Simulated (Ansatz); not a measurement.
# Cs2Ir3: the cost of one run

Program: Ansatz 0.2.0. Level of theory: DFT PBE, scalar-relativistic, plane waves, PAW. These are calculated values, not measurements.

2 further runs of the same task are left out: 1 that didn't finish, 1 set aside as unsound or not needed.

### Step 1. The starting structure

Symmetry: P6/mmm, No. 191, hexagonal system. Conventional cell: a = 4.790 Å, b = 4.790 Å, c = 8.819 Å, α = 90.00°, β = 90.00°, γ = 120.00°. Cs (site symmetry 6mm) is surrounded by 1 Ir at 2.35 Å. Around Ir (site symmetry -6m2) lie 6 Ir at 2.77 Å. Ir (site symmetry 6/mmm) has 2 Cs at 2.35 Å as nearest neighbours.

Structure file:

```xyz
5
Lattice="4.7900 0.0000 0.0000 -2.3950 4.1482 0.0000 0.0000 0.0000 8.8191" Properties=species:S:1:pos:R:3 pbc="T T T"
Cs    0.0000    0.0000    2.3488
Cs    0.0000    0.0000    6.4704
Ir    0.0000    2.7655    0.0000
Ir    2.3950    1.3827    0.0000
Ir    0.0000    0.0000    0.0000
```

Recipe of the guess: random cell by space group and Wyckoff sites (P6/mmm, No. 191). Its size is a rough estimate.

### Step 2. The guess as it stands, on a coarse mesh

input.yaml

```yaml
crystal:
  lattice:
    - [4.78996879, 0.0, 0.0]
    - [-2.39498439, 4.14823465, 0.0]
    - [0.0, 0.0, 8.81912481]
  atoms:
    - { symbol: Cs, position: [0.0, 0.0, 0.26632514] }
    - { symbol: Cs, position: [0.0, 0.0, 0.73367486] }
    - { symbol: Ir, position: [0.33333333, 0.66666667, 0.0] }
    - { symbol: Ir, position: [0.66666667, 0.33333333, 0.0] }
    - { symbol: Ir, position: [0.0, 0.0, 0.0] }
basis:
  ecutwfc: 420
kpoints:
  mp_grid: { grid: [6, 6, 2] }
hamiltonian:
  xc: pbe
scf:
  occupations: { method: gaussian, width: 0.1 }
  lower_state_search: "off"
output:
  forces: true
  stress: true
  eigenvalues: true
```

The run is started by

```
$ ansatz run input.yaml --threads 1 --pin off --max-ram 2560MiB --backend cpu --events-out ev --progress --plain --runs-dir out
```

**Question.** How long does this run take on 1 thread of Intel Xeon at 2.70GHz, shared host, and how much memory does it need?

About 9.6 s, with a peak of 0.47 GiB.
